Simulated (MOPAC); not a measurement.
# MNDOD run of CH2AlNO (SMILES O=C=[N][AlH2])

Aim: a structure relaxation of CH2AlNO. 

Program for the calculation: MOPAC 23.2.5.

10 further runs of the same task are left out: 1 that didn't finish, 9 set aside as unsound or not needed.

## 1. The system as given

The species is CH2AlNO (6 atoms), meant as a singlet with charge 0. As SMILES, `O=C=[N][AlH2]`. All atoms were displaced at random from a relaxed shape. The run starts from this shape.

Bond lengths: O1–C2 1.172 Å, C2–N3 1.182 Å, N3–Al4 1.790 Å, Al4–H5 1.566 Å, Al4–H6 1.566 Å. Angles: O1–C2–N3 177.4°, C2–N3–Al4 178.8°, N3–Al4–H5 117.7°, N3–Al4–H6 117.4°, H5–Al4–H6 124.8°.

## 2. A structure relaxation at MNDOD

Input file calc.mop:

```
MNDOD CYCLES=300 GNORM=0.05 MULLIK DISP GRADIENTS AUX(PRECISION=6) T=10M THREADS=1
CH2AlNO charge 0

O 1.709592 1 -2.130954 1 0.971705 1
C 1.011698 1 -1.288254 1 0.551786 1
N 0.331557 1 -0.403986 1 0.161527 1
Al -0.726803 1 0.910427 1 -0.434505 1
H -1.281139 1 0.793544 1 -1.894466 1
H -1.043883 1 2.084645 1 0.551624 1
```

Command:

```console
$ mopac calc.mop
```

Q: Predict the results. Wanted: total energy at the end; dipole moment; HOMO energy; LUMO energy; HOMO–LUMO gap; heat of formation.

Computed results:

At MNDOD:

| quantity | value |
| --- | --- |
| total energy at the end | -26.97269 Eh |
| dipole moment | 1.09 D |
| HOMO energy | -11.12 eV |
| LUMO energy | -0.17 eV |
| HOMO–LUMO gap | 10.95 eV |
| heat of formation | -20.7 kcal/mol |

In words: At the final geometry: Bond lengths: O1–C2 1.193 Å, C2–N3 1.218 Å, N3–Al4 1.807 Å, Al4–H5 1.442 Å, Al4–H6 1.442 Å. Angles: O1–C2–N3 179.9°, C2–N3–Al4 179.2°, N3–Al4–H5 120.0°, N3–Al4–H6 120.0°, H5–Al4–H6 119.9°. The optimisation took 31 steps and changed the energy by -0.348 eV. Mulliken charges run from -0.84 on N3 to +1.59 on Al4.
